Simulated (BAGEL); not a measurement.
# C2H5AlBN (SMILES B[C]1=C[NH][AlH]1): RI-MP2/6-31G(d) (density fitting with cc-pvqz-jkfit, spherical functions)

Aim: the energy change on altering one bond length of C2H5AlBN at RI-MP2/6-31G* (density fitting with cc-pvqz-jkfit, spherical functions), from 2 runs. 

Program for the calculation: BAGEL 1.2.2.

3 further runs of the same task are left out: 3 set aside as unsound or not needed.

## Step 1: The system as given

The species is C2H5AlBN (10 atoms), meant as a singlet with charge 0. As SMILES, `B[C]1=C[NH][AlH]1`. Geometry: relaxed at PBE0-D4/def2-TZVP.

Bond lengths: B1–C2 1.492 Å, C2–C3 1.391 Å, C3–N4 1.360 Å, C2–Al5 1.916 Å, N4–Al5 1.853 Å, B1–H6 1.207 Å, B1–H7 1.201 Å, C3–H8 1.094 Å, N4–H9 1.004 Å, Al5–H10 1.581 Å. Some angles: B1–C2–C3 124.0°, B1–C2–Al5 153.2°, C3–C2–Al5 82.9°, C2–C3–N4 115.0°, C3–N4–Al5 86.1°, C2–Al5–N4 76.0°, C2–B1–H6 119.4°, C2–B1–H7 122.5°, C2–C3–H8 124.7°, N4–C3–H8 120.3°.

## Step 2: The energy at RI-MP2/6-31G(d) (density fitting with cc-pvqz-jkfit, spherical functions)

input.json

```json
{ "bagel" : [

{
  "title" : "molecule",
  "basis" : "6-31gs.json",
  "df_basis" : "cc-pvqz-jkfit",
  "angstrom" : true,
  "geometry" : [
    { "atom" : "B", "xyz" : [   -1.253000,    0.576700,   -1.418700 ] },
    { "atom" : "C", "xyz" : [   -0.143800,    0.242800,   -0.478800 ] },
    { "atom" : "C", "xyz" : [   -0.315000,   -0.471300,    0.702300 ] },
    { "atom" : "N", "xyz" : [    0.820900,   -0.673500,    1.422800 ] },
    { "atom" : "Al", "xyz" : [    1.688500,    0.264900,    0.080500 ] },
    { "atom" : "H", "xyz" : [   -2.375700,    0.217000,   -1.161700 ] },
    { "atom" : "H", "xyz" : [   -1.076200,    1.195400,   -2.432600 ] },
    { "atom" : "H", "xyz" : [   -1.273000,   -0.859200,    1.061700 ] },
    { "atom" : "H", "xyz" : [    0.792000,   -1.179400,    2.289700 ] },
    { "atom" : "H", "xyz" : [    3.218400,    0.635500,   -0.062200 ] }
  ]
},
{ "title" : "hf" },
{ "title" : "mp2", "ncore" : 9 }

]}
```

The basis set 6-31G* is read from a file made from the Basis Set Exchange's data (not shown).

The run is started by

```sh
BAGEL_NUM_THREADS=1 BAGEL input.json > input.out
```

The log of the run:

```text
* using 1 threads per process

  ===============================================================
  ===============================================================

  *** Geometry ***

  { "atom" : "B", "xyz" : [     -2.367827,      1.089805,     -2.680954 ] },
  { "atom" : "C", "xyz" : [     -0.271743,      0.458826,     -0.904801 ] },
  { "atom" : "C", "xyz" : [     -0.595264,     -0.890628,      1.327155 ] },
  { "atom" : "N", "xyz" : [      1.551276,     -1.272731,      2.688702 ] },
  { "atom" : "Al", "xyz" : [      3.190803,      0.500588,      0.152123 ] },
  { "atom" : "H", "xyz" : [     -4.489422,      0.410071,     -2.195295 ] },
  { "atom" : "H", "xyz" : [     -2.033723,      2.258979,     -4.596948 ] },
  { "atom" : "H", "xyz" : [     -2.405621,     -1.623653,      2.006322 ] },
  { "atom" : "H", "xyz" : [      1.496663,     -2.228743,      4.326906 ] },
  { "atom" : "H", "xyz" : [      6.081895,      1.200921,     -0.117541 ] },

  Number of auxiliary basis functions:      827

  Since a DF basis is specified, we compute 2- and 3-index integrals:
    o Being stored without compression. Storage requirement is 0.047 GB

  Number of basis functions:       84
  Number of electrons      :       42

    * METHOD: MOLECULE                             0.58

  *** RHF ***

  === Nuclear Repulsion ===
   179.7356329814

      * DIIS with orbital gradients will be used.

  === RHF iteration (6-31gs.json) ===
      0       -399.43096771          0.01877332           0.10
      1       -399.59441014          0.01006023           0.10
      2       -399.64377685          0.00182577           0.09
      3       -399.64606757          0.00064645           0.10
      4       -399.64630108          0.00015175           0.10
      5       -399.64632012          0.00005008           0.10
      6       -399.64632298          0.00002151           0.10
      7       -399.64632367          0.00000487           0.09
      8       -399.64632371          0.00000229           0.10
      9       -399.64632371          0.00000090           0.10
     10       -399.64632371          0.00000041           0.10
     11       -399.64632371          0.00000016           0.09
     12       -399.64632371          0.00000007           0.10
     13       -399.64632371          0.00000002           0.10
     14       -399.64632371          0.00000001           0.10
    * SCF iteration converged.

    * Permanent dipole moment:
           (   -0.768165,     0.492564,    -1.103620) a.u.

    * METHOD: HF                                   1.65

  *** RHF ***

  === Nuclear Repulsion ===
   179.7356329814

      * DIIS with orbital gradients will be used.

  === RHF iteration (6-31gs.json) ===
      0       -399.64632371          0.00000001           0.10
    * SCF iteration converged.

    * Permanent dipole moment:
           (   -0.768165,     0.492564,    -1.103619) a.u.

  === DF-MP2 calculation ===

    * freezing 9 orbitals
    * 3-index integral transformation done
    * assembly done

      MP2 correlation energy:   -0.5324778699      0.06

      MP2 total energy:       -400.1788015817

    * METHOD: MP2                                  0.26

  ===============================================================
```

Run time: 2.7 s. Hardware: 1 thread of Intel Xeon 6975P-C (Granite Rapids), shared host; peak memory 0.18 GiB.

## Step 3: The distorted shape

input.json

```json
{ "bagel": [

{
  "title": "molecule",
  "basis": "6-31gs.json",
  "df_basis": "cc-pvqz-jkfit",
  "angstrom": true,
  "geometry": [
    { "atom": "B", "xyz": [   -1.394436,    0.081756,   -0.607606 ] },
    { "atom": "C", "xyz": [   -0.285236,   -0.252144,    0.332294 ] },
    { "atom": "C", "xyz": [   -0.456436,   -0.966244,    1.513394 ] },
    { "atom": "N", "xyz": [    0.679464,   -1.168444,    2.233894 ] },
    { "atom": "Al", "xyz": [    1.547064,   -0.230044,    0.891594 ] },
    { "atom": "H", "xyz": [   -2.517136,   -0.277944,   -0.350606 ] },
    { "atom": "H", "xyz": [   -1.076200,    1.195400,   -2.432600 ] },
    { "atom": "H", "xyz": [   -1.414436,   -1.354144,    1.872794 ] },
    { "atom": "H", "xyz": [    0.650564,   -1.674344,    3.100794 ] },
    { "atom": "H", "xyz": [    3.076964,    0.140556,    0.748894 ] }
  ]
},
{
  "title": "hf",
  "charge": 0
},
{
  "title": "mp2",
  "charge": 0,
  "ncore": 9
}

]}
```

The basis set 6-31G* is read from a file made from the Basis Set Exchange's data (not shown).

The run is started by

```sh
BAGEL_NUM_THREADS=1 BAGEL input.json > input.out
```

The log of the run:

```text
* using 1 threads per process

  ===============================================================
  ===============================================================

  *** Geometry ***

  { "atom" : "B", "xyz" : [     -2.635102,      0.154496,     -1.148209 ] },
  { "atom" : "C", "xyz" : [     -0.539018,     -0.476483,      0.627945 ] },
  { "atom" : "C", "xyz" : [     -0.862539,     -1.825937,      2.859900 ] },
  { "atom" : "N", "xyz" : [      1.284001,     -2.208039,      4.221448 ] },
  { "atom" : "Al", "xyz" : [      2.923527,     -0.434720,      1.684868 ] },
  { "atom" : "H", "xyz" : [     -4.756698,     -0.525238,     -0.662549 ] },
  { "atom" : "H", "xyz" : [     -2.033723,      2.258979,     -4.596948 ] },
  { "atom" : "H", "xyz" : [     -2.672897,     -2.558961,      3.539068 ] },
  { "atom" : "H", "xyz" : [      1.229388,     -3.164052,      5.859651 ] },
  { "atom" : "H", "xyz" : [      5.814619,      0.265612,      1.415205 ] },

  Number of auxiliary basis functions:      827

  Since a DF basis is specified, we compute 2- and 3-index integrals:
    o Being stored without compression. Storage requirement is 0.047 GB

  Number of basis functions:       84
  Number of electrons      :       42

    * METHOD: MOLECULE                             0.58

  *** RHF ***

  === Nuclear Repulsion ===
   177.7373965782

      * DIIS with orbital gradients will be used.

  === RHF iteration (6-31gs.json) ===
      0       -399.30902083          0.01854688           0.10
      1       -399.46841914          0.01039480           0.09
      2       -399.52056453          0.00192896           0.10
      3       -399.52319978          0.00076320           0.10
      4       -399.52351272          0.00013603           0.10
      5       -399.52352985          0.00004329           0.09
      6       -399.52353160          0.00001773           0.10
      7       -399.52353202          0.00000497           0.10
      8       -399.52353206          0.00000196           0.10
      9       -399.52353207          0.00000102           0.09
     10       -399.52353207          0.00000040           0.09
     11       -399.52353207          0.00000027           0.09
     12       -399.52353207          0.00000007           0.10
     13       -399.52353207          0.00000003           0.10
     14       -399.52353207          0.00000001           0.11
     15       -399.52353207          0.00000000           0.09
    * SCF iteration converged.

    * Permanent dipole moment:
           (   -0.849998,     1.060036,    -2.113143) a.u.

    * METHOD: HF                                   1.76

  *** RHF ***

  === Nuclear Repulsion ===
   177.7373965782

      * DIIS with orbital gradients will be used.

  === RHF iteration (6-31gs.json) ===
      0       -399.52353207          0.00000000           0.09
    * SCF iteration converged.

    * Permanent dipole moment:
           (   -0.849998,     1.060036,    -2.113143) a.u.

  === DF-MP2 calculation ===

    * freezing 9 orbitals
    * 3-index integral transformation done
    * assembly done

      MP2 correlation energy:   -0.5395069114      0.05

      MP2 total energy:       -400.0630389827

    * METHOD: MP2                                  0.25

  ===============================================================
```

Run time: 2.8 s. Hardware: 1 thread of Intel Xeon 6975P-C (Granite Rapids), shared host; peak memory 0.18 GiB.

## Step 4: Outcome

Level: RI-MP2/6-31G* (density fitting with cc-pvqz-jkfit, spherical functions), 9 core orbitals frozen.

| quantity | value |
| --- | --- |
| first shape: total energy | -400.17880 Eh |
| first shape: correlation energy (9 core orbitals frozen) | -532.5 mEh |
| distorted shape: total energy | -400.06304 Eh |
| distorted shape: correlation energy (9 core orbitals frozen) | -539.5 mEh |
| energy change with the B1–H7 bond stretched from 1.201 to 2.161 Å | 3.150 eV |

With the B1–H7 bond stretched from 1.201 to 2.161 Å the energy rises by 3.15 eV (304 kJ/mol). The first shape isn't relaxed at this level, so the change isn't measured from a minimum.
